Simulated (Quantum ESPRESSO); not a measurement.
The system is AgRh.

```
Ag Rh
1.0
     2.77759    0.00000    0.00000
    -1.38879    2.40546    0.00000
     0.00000    0.00000    4.80860
Ag Rh
1 1
Direct
  0.00000 0.00000 0.50000
  0.66667 0.33333 0.00000
```

The cell comes from a database or a generator and needn't be the stable form of this composition.

| Item | Value |
| --- | --- |
| Program | Quantum ESPRESSO 7.5 |
| Task | phonons |
| Functional | PBE |
| Potentials or basis | PseudoDojo 0.4.1 SR PBE standard |
| Cutoff | 1197 eV |
| Density cutoff | 4789 eV |
| k mesh | 9 × 9 × 5 |
| Occupations | cold, width 0.2 eV |
| Spin | no spin polarisation |
| Target pressure | -3 GPa |
| Mixing beta | 0.5 |
| Most SCF iterations | 120 |
| SCF threshold | 4e-10 Ry |

The cell and the atoms were relaxed first at -3 GPa, to 16.15 Å³/atom (a = 2.780 Å, b = 2.780 Å, c = 4.826 Å, α = 90.00°, β = 90.00°, γ = 120.00°), and the response was taken there.

```
Ag Rh
1.0
     2.78039    0.00000    0.00000
    -1.39020    2.40789    0.00000
     0.00000    0.00000    4.82602
Ag Rh
1 1
Direct
  0.00000 0.00000 0.50000
  0.66667 0.33333 0.00000
```

Task: What is the highest optical frequency at the zone centre?

Result: 187 cm⁻¹, a mode of symmetry A''2 (IR).

Optical modes at Γ, degenerate ones joined:
| cm⁻¹ | components | symmetry | active in |
| --- | --- | --- | --- |
| 70 | 2 | E' | IR and Raman |
| 187 | 1 | A''2 | IR |

Caveat: the mesh is thin for the phonons of a metal.
